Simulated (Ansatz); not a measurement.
# Ga₂H₂ (singlet): from Hartree-Fock to the top rungs, cc-pVTZ

One table from this session's results is given with a row withheld; the runs are named, their logs left out.

Program: Ansatz 0.2.0, Gaussian basis. Level of theory: cc-pVTZ, core rule «outside noble gas», up to 28 orbitals frozen. These are calculated values, not measurements.

The runs, in order: UHF; CCSD(T) on RHF; CCSD(T) on UHF; BCCD(T) on RHF; CCSDT(Q) on RHF; CASSCF and NEVPT2, 8 electrons in 10 orbitals.

12 further runs of the same task are left out: 5 that didn't finish, 7 set aside as unsound or not needed.

## What is computed

The geometry is a PBE0/def2-TZVP stationary point (not a proven minimum). No spin-orbit coupling is included. The filled d shell of Ga may be among the frozen orbitals whatever the setting's name suggests; the logs give the count.

4 atoms, charge 0, spin multiplicity 1.

Atoms are counted from 1 here; the program's logs count them from 0.

Bond lengths: Ga1–H3 1.863 Å, Ga1–H4 1.863 Å, Ga2–H3 1.863 Å, Ga2–H4 1.863 Å. Angles: H3–Ga1–H4 72.1°, H3–Ga2–H4 72.1°, Ga1–H3–Ga2 107.9°, Ga1–H4–Ga2 107.9°.

The first run:

File in.yaml:

```yaml
crystal:
  periodic: [false, false, false]
  atoms:
    - {symbol: Ga, position_ang: [0.000000, 0.000001, 1.506303]}
    - {symbol: Ga, position_ang: [0.000000, -0.000001, -1.506303]}
    - {symbol: H, position_ang: [0.000000, 1.097066, -0.000042]}
    - {symbol: H, position_ang: [0.000000, -1.097066, 0.000042]}
basis:
  gaussian: {orbitals: cc-pVTZ}
magnetization: {spin_polarized: true, initial_magnetization: 0}
hamiltonian: {xc: hf}
output: {orbitals: {seedname: orbitals}}
```

Launch:

```bash
$ ansatz run in.yaml --threads 1 --pin off --events-out ev --progress --plain --max-ram 2393MiB
```

Steps of the session up to this table: UHF; CCSD(T) on RHF; CCSD(T) on UHF; BCCD(T) on RHF; CCSDT(Q) on RHF; CASSCF and NEVPT2, 8 electrons in 10 orbitals.

One table of the session follows, with a row left open; its other results are not shown here.

| method | from RCCSDT(Q) (meV) |
| --- | --- |
| RHF | +4769.5 |
| UHF | +4760.8 |
| RMP2 | +1072.9 |
| RCCSD | +189.1 |
| RCCSD(T) | ? |
| BCCD(T) | +35.4 |
| RCCSDT | +7.8 |
| RCCSDT(Q) | 0 |
| CASSCF valence | +2477.2 |
| NEVPT2 valence | +643.7 |

**Question.** Estimate the row for RCCSD(T).

**Answer.** from RCCSDT(Q) (meV): +36.1. In the column «from RCCSDT(Q) (meV)» it lies between BCCD(T) (+35.4) and RCCSD (+189.1).

Not comparable, so not listed: CCSD(T) on UHF (they don't share determinant, frozen orbitals or solution with the rows shown, or repeat one).

Caveats from the session: Warnings: restricted reference is unstable; spin contamination.
